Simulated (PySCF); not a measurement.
**[MoF3]+: relaxation and vibrations of the triplet**

Where does triplet [MoF3]+ go from a trigonal planar start, is the end point a minimum, and what are its modes, charges and moments?

Program: PySCF 2.14.0. Level of theory: PBE0, basis Mo def2-SVP with ECP28, F def2-SVP, scalar-relativistic core potentials, no spin–orbit coupling, density fitting. These are calculated values, not measurements.

### 1 Where the work starts

4 atoms, charge 1, spin multiplicity 3.

Bond lengths: Mo1–F2 1.980 Å, Mo1–F3 1.980 Å, Mo1–F4 1.980 Å. Angles: F2–Mo1–F3 120.0°, F2–Mo1–F4 120.0°, F3–Mo1–F4 120.0°.

```xyz
4
charge 1 multiplicity 3
Mo    0.0000    0.0000    0.0000
F     1.9796    0.0000    0.0000
F    -0.9898    1.7144    0.0000
F    -0.9898   -1.7144    0.0000
```

### 2 Relaxation: trigonal planar start, triplet

One driver script runs all steps and calls PySCF; scf.py shows how it sets up the SCF of each step. The optimiser is the driver's own. Before each start the driver seeks the lowest SCF state from one or more starting densities and follows internal instabilities, so scf.py alone need not reach the same state.

The program finds D3h symmetry in the start, which this walk keeps. Threshold on the gradient: 0.0003 Eh/bohr, with a further test on the energy change.

Input file scf.py:

```python
from pyscf import gto, scf, dft
mol = gto.M(atom='''
Mo     0.000000    -0.000000     0.000000
F      1.979609    -0.000008    -0.000000
F     -0.989798     1.714396     0.000000
F     -0.989812    -1.714388    -0.000000''',
    basis={'Mo': 'def2-SVP', 'F': 'def2-SVP'},
    ecp={'Mo': 'def2-SVP'},
    charge=1, spin=2)
mf = dft.UKS(mol, xc='PBE0')
mf.grids.atom_grid = (50, 194)
aux = {'Mo': 'def2-universal-JKFIT', 'F': 'def2-universal-JKFIT'}
mf = mf.density_fit(auxbasis=aux)
mf.kernel()
```

After this run come: Releasing the symmetry; Hessian and properties.

Before running it: what results should come out? Wanted: minimum; geometry; wavenumbers; dipole moment; highest occupied, lowest empty level; polar-tensor charge of Mo1; zero-point energy; ⟨S²⟩.

The runs gave:

```
                                          quantity                                                               value
                                           minimum                                                        triplet, C2v
                                          geometry  Mo–F 1.763 Å, Mo–F 1.782 Å (×2); F–Mo–F 105.3°, F–Mo–F 127.3° (×2)
                                wavenumbers (cm⁻¹)            57 (b1), 74 (b2), 191 (a1), 744 (b2), 783 (a1), 846 (a1)
                    dipole moment (centre of mass)                                                              1.03 D
highest occupied, lowest empty level (either spin)                                                   -15.44, -12.00 eV
                        polar-tensor charge of Mo1                                                             +2.69 e
                                 zero-point energy                                                         16.1 kJ/mol
                               entropy at 298.15 K                                                     330.5 J/(mol K)
                                              ⟨S²⟩                                                               2.007
```

**Reading.** The trigonal planar start (D3h) ends in a minimum of C2v symmetry. In the infrared the band at 846 cm⁻¹ (a1, stretch) leads. Most of the spin sits on Mo1 (Mulliken spin 1.96, against 2 for the whole molecule). Other starts or spin states, not run here, may lie lower. The soft modes, below some 90 cm⁻¹, carry numerical noise of tens of cm⁻¹, and the entropy with them. One determinant may miss the lowest occupation of an open d or f shell.
